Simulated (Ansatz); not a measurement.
# CH4S2Sn: rigid scan of one bond length in Python

A script is to give a rigid scan of one bond length; the system is CH4S2Sn. SMILES: C[S][Sn][SH].

All numbers are computed with the Python package of Ansatz 0.2.0. Level of theory: PBE0/def2-SVP.

**1. The system**

Bond lengths: C1–S2 1.817 Å, S2–Sn3 2.403 Å, Sn3–S4 2.368 Å, C1–H5 1.166 Å, C1–H6 1.098 Å, C1–H7 1.088 Å, S4–H8 1.441 Å. Angles: C1–S2–Sn3 91.6°, S2–C1–H5 107.1°, S2–C1–H6 110.4°, S2–C1–H7 112.7°, H5–C1–H6 103.6°, H5–C1–H7 108.0°, H6–C1–H7 114.3°, S2–Sn3–S4 111.4°, Sn3–S4–H8 90.1°.

The script holds or builds the structure itself.

**2. The code**

Input file ch4s2sn.py:

```python
"""Stretching a bond of CH4S2Sn, the rest held rigid."""

from dataclasses import dataclass

import ansatz as az
import matplotlib.pyplot as plt
import numpy as np


@dataclass(frozen=True)
class Settings:
    basis_set: str = "def2-SVP"
    functional: str = "pbe0"


settings = Settings()

GEOMETRY = """
C     0.30470    1.22640   -0.32220
S    -0.39280    0.91450    1.32650
Sn    0.60580   -1.27000    1.40950
S    -0.11920   -2.62150   -0.39430
H    -0.06820    2.27860   -0.65940
H    -0.13860    0.54620   -1.06110
H     1.39220    1.23850   -0.32190
H    -1.49170   -2.36990   -0.03290
"""

molecule = az.Crystal.molecule()
for line in GEOMETRY.strip().splitlines():
    symbol, *xyz = line.split()
    molecule = molecule.atom(symbol, [float(v) for v in xyz])

symbols = [site.symbol for site in molecule.cartesian_sites]
start = np.array([site.position_ang for site in molecule.cartesian_sites])
axis = (start[5] - start[0]) / np.linalg.norm(start[5] - start[0])
moving = [5]
lengths, energies = [0.966, 1.01, 1.054, 1.098, 1.142, 1.186, 1.23, 1.295], []
for length in lengths:
    xyz = start.copy()
    xyz[moving] += (length - np.linalg.norm(start[5] - start[0])) * axis
    point = az.Crystal.molecule()
    for symbol, xyz in zip(symbols, xyz):
        point = point.atom(symbol, xyz.tolist())
    base = (
        point.calculation()
        .basis(gaussian=settings.basis_set)
        .functional(settings.functional)
    )
    report = base.run(threads=1, backend="cpu").report
    energies.append(report["free_energy_ev"])
    print(f"r = {length:6.3f} A  E = {energies[-1]:.5f} eV  <S^2> = {abs(report['mean_field']['state']['spin_squared']):.3f}")

# quartic fit about the minimum
fit = np.polynomial.Polynomial.fit(lengths, np.array(energies) - min(energies), 4).convert()
roots = [r.real for r in fit.deriv().roots() if abs(r.imag) < 1e-9 and fit.deriv(2)(r.real) > 0]
r_e = min(roots, key=lambda r: abs(r - lengths[int(np.argmin(energies))]))
print(f"minimum of the fit at {r_e:.4f} A, force constant {fit.deriv(2)(r_e):.2f} eV/A^2")
plt.figure(figsize=(4.5, 3))
plt.plot(lengths, np.array(energies) - min(energies), "o-")
plt.xlabel("bond length (A)")
plt.ylabel("E - E(min) (eV)")
plt.tight_layout()
plt.savefig("scan.png", dpi=100)
```

**3. The input behind the calls**

The package turns the script's settings into the engine's input (first run):

```yaml
crystal:
  periodic: [false, false, false]
  atoms:
    - { symbol: C, position_ang: [0.3047, 1.2264, -0.3222] }
    - { symbol: S, position_ang: [-0.3928, 0.9145, 1.3265] }
    - { symbol: Sn, position_ang: [0.6058, -1.27, 1.4095] }
    - { symbol: S, position_ang: [-0.1192, -2.6215, -0.3943] }
    - { symbol: H, position_ang: [-0.0682, 2.2786, -0.6594] }
    - { symbol: H, position_ang: [-0.08537891694413235, 0.6278624874680829, -0.9723901911347155] }
    - { symbol: H, position_ang: [1.3922, 1.2385, -0.3219] }
    - { symbol: H, position_ang: [-1.4917, -2.3699, -0.0329] }
basis:
  gaussian:
    orbitals: def2-SVP
hamiltonian:
  xc: pbe0
```

**4. Running it**

Started as:

```console
$ python ch4s2sn.py
```

What it wrote:

```text
r =  0.966 A  E = -28588.63224 eV  <S^2> = 0.000
r =  1.010 A  E = -28588.86451 eV  <S^2> = 0.000
r =  1.054 A  E = -28588.98783 eV  <S^2> = 0.000
r =  1.098 A  E = -28589.02594 eV  <S^2> = 0.000
r =  1.142 A  E = -28588.99779 eV  <S^2> = 0.000
r =  1.186 A  E = -28588.91853 eV  <S^2> = 0.000
r =  1.230 A  E = -28588.80025 eV  <S^2> = 0.000
r =  1.295 A  E = -28588.57405 eV  <S^2> = 0.000
minimum of the fit at 1.0993 A, force constant 33.98 eV/A^2
```

Wall time 26 s (1 thread of Intel Xeon Platinum 8375C at 2.90GHz (Ice Lake), shared host); peak memory 0.32 GiB.

**5. Inputs of later runs**

The engine's inputs for some of the other runs:

Run 3, against run 1:

```diff
@@ -9 +9 @@
-    - { symbol: H, position_ang: [-0.08537891694413235, 0.6278624874680829, -0.9723901911347155] }
+    - { symbol: H, position_ang: [-0.120914056375896, 0.573337331046956, -1.0316207675527849] }
```

Run 4, against run 1:

```diff
@@ -9 +9 @@
-    - { symbol: H, position_ang: [-0.08537891694413235, 0.6278624874680829, -0.9723901911347155] }
+    - { symbol: H, position_ang: [-0.1386816260917778, 0.5460747528363924, -1.0612360557618195] }
```

Run 6, against run 1:

```diff
@@ -9 +9 @@
-    - { symbol: H, position_ang: [-0.08537891694413235, 0.6278624874680829, -0.9723901911347155] }
+    - { symbol: H, position_ang: [-0.17421676552354137, 0.4915495964152654, -1.1204666321798888] }
```

Lines on the test bed's own set-up are left out of the output.

**6. What each run gave**

One row for each of the 8 runs:

| run | distance (Å) | energy from run 4 (eV) | SCF cycles | CPU time (s) |
| --- | --- | --- | --- | --- |
| 1 | 0.97 | 0.3937 | 18 | 3.1 |
| 2 | 1.01 | 0.1614 | 18 | 3 |
| 3 | 1.05 | 0.0381 | 17 | 2.9 |
| 4 | 1.10 | 0.0000 | 16 | 3 |
| 5 | 1.14 | 0.0282 | 18 | 3.1 |
| 6 | 1.19 | 0.1074 | 18 | 3.2 |
| 7 | 1.23 | 0.2257 | 18 | 3.2 |
| 8 | 1.29 | 0.4519 | 18 | 3.2 |

**7. Summary of results**

| quantity | value |
| --- | --- |
| bond length at the fit's minimum | 1.0993 Å |
| runs compared | 8 |
| range of energy | 0.452 eV |
| lowest point, distance (Å) | 1.10 |

**Reading.** The lowest point, at 1.10, lies inside the range. The ends stand 0.394 and 0.452 eV above it. The distance scanned is the script's pair 0, 5. Reading the output:
- The rest of the molecule is held rigid at a force-field or estimated start geometry, and the basis set is modest; single-reference methods fail as a bond breaks.
- def2 sets replace the cores of elements past krypton by effective core potentials.
- The orbitals are restricted, so S² is zero by construction.
